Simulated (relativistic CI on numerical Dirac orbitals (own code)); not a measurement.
# Ions of samarium: ground levels and radial parameters

Aim: one configuration for each member; how do the lowest level, the moment, the spin-orbit parameter and the size of the open shell change?

The numbers are computed with relativistic CI on numerical Dirac orbitals (own code) version 3 (Dirac-Coulomb-Breit CI, KLI orbitals optimised for each configuration, model QED (radiative potential, 1s self-energy scaled to tabulated hydrogen-like ionisation energies), valence Slater integrals scaled by 0.9), except any that are marked as measured or tabulated.

### Step 1. Starting point

- members: Sm⁴³⁺ [Ar] 3d, Sm⁴⁵⁺ [Ne] 3s2 3p5, Sm⁴⁶⁺ [Ne] 3s2 3p4, Sm⁴⁷⁺ [Ne] 3s2 3p3, Sm⁴⁸⁺ [Ne] 3s2 3p2, Sm⁴⁹⁺ [Ne] 3s2 3p
- Slater scale: 0.9

### Step 2. Sm⁴³⁺, [Ar] 3d

Settings, as recorded:

```ini
atom Sm  Z=62  charge=43  electrons=19
nucleus A=152  rms_radius_fm=5.0819
hamiltonian dirac-coulomb  breit=on  qed=on  c_scale=1
orbitals kli  potential=per-configuration
slater_scale 0.9
correlation none
mixing on
configurations
  [Ar] 3d
end
```

On the command line:

```
python run_levels.py task.json out
```

The settings of every run stand in task.json; they run in order.

The program writes no log. Results of the run, from its result record (rounded, main fields):

```text
{
  "status": "converged",
  "levels [i, E_cm, J2, conf, term, w_term, jj, w_jj, g, tau_s]": [
    [0, 0, 3, "3d", "2D", 1, "3d3/2", 1, 0.7911, "-"],
    [1, 268431.29, 5, "3d", "2D", 1, "3d5/2", 1, 1.192, 4.831e-06]
  ],
  "lines, the strongest and those to the lowest levels [upper, lower, type, S_au, A_per_s, branching]": [
    [1, 0, "M1", 2.38, 2.07e+05, 0.9999]
  ],
  "n_levels_all": 2,
  "total_energy [Ha]": -8833.0032648,
  "configurations [conf, odd, states, E_av_cm, breit_Ha, qed_Ha, corr_Ha]": [
    ["3d", 0, 10, 161059, 8.437, 6.214, "-"]
  ],
  "radial 3d [Ha, bohr]": {"<r^-3>(3d)": 372.82, "<r^1>(3d)": 0.20513, "<r^2>(3d)": 0.048658, "<r^4>(3d)": 0.0039532, "zeta(3d)": 0.48791}
}
```

Run time: 0.081 s. Hardware: 1 thread, shared host.

### Step 3. Sm⁴⁵⁺, [Ne] 3s2 3p5

Settings: those of step 2 with these lines changed.

```diff
@@ -1,2 +1,2 @@
-atom Sm  Z=62  charge=43  electrons=19
+atom Sm  Z=62  charge=45  electrons=17
 nucleus A=152  rms_radius_fm=5.0819
@@ -8,3 +8,3 @@
 configurations
-  [Ar] 3d
+  [Ne] 3s2 3p5
 end
```

Main fields:

```text
{
  "status": "converged",
  "levels [i, E_cm, J2, conf, term, w_term, jj, w_jj, g, tau_s]": [
    [0, 0, 3, "3p5", "2P*", 1, "3p3/2^3", 1, 1.325, "-"],
    [1, 1212200.3, 1, "3p5", "2P*", 1, "3p1/2 3p3/2^4", 1, 0.6542, 3.136e-08]
  ],
  "lines, the strongest and those to the lowest levels [upper, lower, type, S_au, A_per_s, branching]": [
    [1, 0, "M1", 1.31, 3.148e+07, 0.9871]
  ],
  "n_levels_all": 2,
  "total_energy [Ha]": -8574.5925758,
  "configurations [conf, odd, states, E_av_cm, breit_Ha, qed_Ha, corr_Ha]": [
    ["3p5", 1, 6, 404067, 8.241, 6.214, "-"]
  ],
  "radial 3p5 [Ha, bohr]": {"<r^-3>(3p)": 2344.8, "<r^1>(3p)": 0.22822, "<r^2>(3p)": 0.060217, "<r^4>(3p)": 0.0055147, "zeta(3p)": 3.677}
}
```

It took 0.068 s on 1 thread, shared host.

### Step 4. Sm⁴⁶⁺, [Ne] 3s2 3p4

Settings, as recorded:

```ini
atom Sm  Z=62  charge=46  electrons=16
nucleus A=152  rms_radius_fm=5.0819
hamiltonian dirac-coulomb  breit=on  qed=on  c_scale=1
orbitals kli  potential=per-configuration
slater_scale 0.9
correlation none
mixing on
configurations
  [Ne] 3s2 3p4
end
```

Main fields:

```text
{
  "status": "converged",
  "levels [i, E_cm, J2, conf, term, w_term, jj, w_jj, g, tau_s]": [
    [0, 0, 4, "3p4", "3P", 0.6993, "3p3/2^2", 0.9988, 1.341, "-"],
    [1, 122671.97, 0, "3p4", "1S", 0.6224, "3p3/2^2", 0.9979, "-", 0.1129],
    [2, 1200392.3, 2, "3p4", "3P", 1, "3p1/2 3p3/2^3", 1, 1.493, 2.834e-08],
    [3, 1261816.6, 4, "3p4", "1D", 0.6993, "3p1/2 3p3/2^3", 0.9988, 1.141, 5.826e-08],
    [4, 2514379.8, 0, "3p4", "3P", 0.6224, "3p3/2^4", 0.9979, "-", 1.318e-08]
  ],
  "lines, the strongest and those to the lowest levels [upper, lower, type, S_au, A_per_s, branching]": [
    [1, 0, "E2", 0.002848, 8.861, 1],
    [2, 0, "M1", 1.719, 2.673e+07, 0.7576],
    [2, 1, "M1", 0.7421, 8.352e+06, 0.2367],
    [3, 0, "M1", 1.549, 1.678e+07, 0.9778],
    [4, 2, "M1", 1.223, 7.484e+07, 0.9867]
  ],
  "n_levels_all": 5,
  "total_energy [Ha]": -8436.1918211,
  "configurations [conf, odd, states, E_av_cm, breit_Ha, qed_Ha, corr_Ha]": [
    ["3p4", 0, 15, 836487, 8.098, 6.209, "-"]
  ],
  "radial 3p4 [Ha, bohr]": {"<r^-3>(3p)": 2378.8, "<r^1>(3p)": 0.22686, "<r^2>(3p)": 0.059497, "<r^4>(3p)": 0.0053767, "F2(3p,3p)": 1.9749, "zeta(3p)": 3.7288}
}
```

It took 0.073 s on 1 thread, shared host.

### Step 5. Sm⁴⁷⁺, [Ne] 3s2 3p3

Settings, as recorded:

```ini
atom Sm  Z=62  charge=47  electrons=15
nucleus A=152  rms_radius_fm=5.0819
hamiltonian dirac-coulomb  breit=on  qed=on  c_scale=1
orbitals kli  potential=per-configuration
slater_scale 0.9
correlation none
mixing on
configurations
  [Ne] 3s2 3p3
end
```

Main fields:

```text
{
  "status": "converged",
  "levels [i, E_cm, J2, conf, term, w_term, jj, w_jj, g, tau_s]": [
    [0, 0, 3, "3p3", "2P*", 0.4668, "3p3/2", 0.997, 1.363, "-"],
    [1, 1157237.3, 3, "3p3", "4S*", 0.546, "3p1/2 3p3/2^2", 0.9968, 1.449, 3.351e-08],
    [2, 1231899.8, 5, "3p3", "2D*", 1, "3p1/2 3p3/2^2", 1, 1.191, 1.817e-07],
    [3, 1328809.4, 1, "3p3", "2P*", 1, "3p1/2 3p3/2^2", 1, 0.6539, 5.092e-08],
    [4, 2501949.5, 3, "3p3", "2P*", 0.5301, "3p3/2^3", 0.9978, 1.296, 1.759e-08]
  ],
  "lines, the strongest and those to the lowest levels [upper, lower, type, S_au, A_per_s, branching]": [
    [1, 0, "M1", 2.849, 2.977e+07, 0.9978],
    [2, 0, "M1", 0.6215, 5.223e+06, 0.9493],
    [3, 0, "M1", 0.6114, 1.935e+07, 0.9851],
    [4, 1, "M1", 2.392, 3.922e+07, 0.6899],
    [4, 2, "M1", 0.6733, 9.302e+06, 0.1636]
  ],
  "n_levels_all": 5,
  "total_energy [Ha]": -8293.9024224,
  "configurations [conf, odd, states, E_av_cm, breit_Ha, qed_Ha, corr_Ha]": [
    ["3p3", 1, 20, 1.23429e+06, 7.953, 6.204, "-"]
  ],
  "radial 3p3 [Ha, bohr]": {"<r^-3>(3p)": 2413.2, "<r^1>(3p)": 0.22551, "<r^2>(3p)": 0.058792, "<r^4>(3p)": 0.0052437, "F2(3p,3p)": 1.9858, "zeta(3p)": 3.781}
}
```

It took 0.069 s on 1 thread, shared host.

### Step 6. Sm⁴⁸⁺, [Ne] 3s2 3p2

Settings, as recorded:

```ini
atom Sm  Z=62  charge=48  electrons=14
nucleus A=152  rms_radius_fm=5.0819
hamiltonian dirac-coulomb  breit=on  qed=on  c_scale=1
orbitals kli  potential=per-configuration
slater_scale 0.9
correlation none
mixing on
configurations
  [Ne] 3s2 3p2
end
```

Main fields:

```text
{
  "status": "converged",
  "levels [i, E_cm, J2, conf, term, w_term, jj, w_jj, g, tau_s]": [
    [0, 0, 0, "3p2", "3P", 0.7064, "3p1/2^2", 0.9982, "-", "-"],
    [1, 1188231.6, 2, "3p2", "3P", 1, "3p1/2 3p3/2", 1, 1.493, 4.777e-08],
    [2, 1247074.6, 4, "3p2", "1D", 0.6322, "3p1/2 3p3/2", 0.9987, 1.174, 6.004e-06],
    [3, 2484429.7, 4, "3p2", "3P", 0.6322, "3p3/2^2", 0.9987, 1.308, 2.762e-08],
    [4, 2615336.2, 0, "3p2", "1S", 0.7064, "3p3/2^2", 0.9982, "-", 2.177e-08]
  ],
  "lines, the strongest and those to the lowest levels [upper, lower, type, S_au, A_per_s, branching]": [
    [1, 0, "M1", 1.388, 2.093e+07, 1],
    [2, 0, "E2", 0.00245, 1.655e+05, 0.9939],
    [3, 1, "M1", 1.551, 1.823e+07, 0.5034],
    [3, 2, "M1", 1.714, 1.752e+07, 0.4838],
    [4, 1, "M1", 0.5769, 4.523e+07, 0.9846]
  ],
  "n_levels_all": 5,
  "total_energy [Ha]": -8147.956627,
  "configurations [conf, odd, states, E_av_cm, breit_Ha, qed_Ha, corr_Ha]": [
    ["3p2", 0, 15, 1.65584e+06, 7.807, 6.199, "-"]
  ],
  "radial 3p2 [Ha, bohr]": {"<r^-3>(3p)": 2447.9, "<r^1>(3p)": 0.22418, "<r^2>(3p)": 0.058102, "<r^4>(3p)": 0.0051157, "F2(3p,3p)": 1.9966, "zeta(3p)": 3.8337}
}
```

Run time: 0.073 s. Hardware: 1 thread, shared host.

### Step 7. Sm⁴⁹⁺, [Ne] 3s2 3p

Settings, as recorded:

```ini
atom Sm  Z=62  charge=49  electrons=13
nucleus A=152  rms_radius_fm=5.0819
hamiltonian dirac-coulomb  breit=on  qed=on  c_scale=1
orbitals kli  potential=per-configuration
slater_scale 0.9
correlation none
mixing on
configurations
  [Ne] 3s2 3p
end
```

Main fields:

```text
{
  "status": "converged",
  "levels [i, E_cm, J2, conf, term, w_term, jj, w_jj, g, tau_s]": [
    [0, 0, 1, "3p", "2P*", 1, "3p1/2", 1, 0.6536, "-"],
    [1, 1281382.8, 3, "3p", "2P*", 1, "3p3/2", 1, 1.325, 5.312e-08]
  ],
  "lines, the strongest and those to the lowest levels [upper, lower, type, S_au, A_per_s, branching]": [
    [1, 0, "M1", 1.31, 1.858e+07, 0.9869]
  ],
  "n_levels_all": 2,
  "total_energy [Ha]": -7992.6395304,
  "configurations [conf, odd, states, E_av_cm, breit_Ha, qed_Ha, corr_Ha]": [
    ["3p", 1, 6, 854255, 7.661, 6.194, "-"]
  ],
  "radial 3p [Ha, bohr]": {"<r^-3>(3p)": 2483.1, "<r^1>(3p)": 0.22287, "<r^2>(3p)": 0.05743, "<r^4>(3p)": 0.0049933, "zeta(3p)": 3.8867}
}
```

Run time: 0.066 s. Hardware: 1 thread, shared host.

### Step 8. All members side by side

| ion | open shell | lowest level | LS (%) | g | moment (μB) | ζ (cm⁻¹) | F² (cm⁻¹) | <r> (bohr) |
| --- | --- | --- | --- | --- | --- | --- | --- | --- |
| Sm⁴³⁺ | 3d | 2D3/2 | 100 | 0.791 | 1.53 | 107100 | - | 0.205 |
| Sm⁴⁵⁺ | 3p | 2P°3/2 | 100 | 1.325 | 2.57 | 807000 | - | 0.228 |
| Sm⁴⁶⁺ | 3p | 3P2 | 70 | 1.341 | 3.29 | 818400 | 433444 | 0.227 |
| Sm⁴⁷⁺ | 3p | 2P°3/2 + 4S° | 47 | 1.363 | 2.64 | 829800 | 435834 | 0.226 |
| Sm⁴⁸⁺ | 3p | 3P0 | 71 | - | 0.00 | 841400 | 438199 | 0.224 |
| Sm⁴⁹⁺ | 3p | 2P°1/2 | 100 | 0.654 | 0.57 | 853000 | - | 0.223 |

ζ, F² and <r> are unscaled and averaged over j; the moment is g√(J(J+1)) of the lowest level.

### Step 9. Results

| quantity | value |
| --- | --- |
| lowest levels | Sm⁴³⁺ 2D3/2, Sm⁴⁵⁺ 2P°3/2, Sm⁴⁶⁺ 3P2, Sm⁴⁷⁺ 2P°3/2 + 4S°, Sm⁴⁸⁺ 3P0, Sm⁴⁹⁺ 2P°1/2 |
| largest moment | 3.29 μB (Sm⁴⁶⁺) |
| ζ, first and last | 3d 107000, 3p 853000 cm⁻¹ |
| <r>, first and last | 3d 0.205, 3p 0.223 bohr |

**Reading.** The open shell changes along the series (3d, 3p), so ζ and <r> compare only within one shell. The largest moment belongs to Sm⁴⁶⁺. For Sm⁴⁶⁺, Sm⁴⁷⁺ the LS label holds under 70 % of the lowest level: spin-orbit coupling mixes terms.
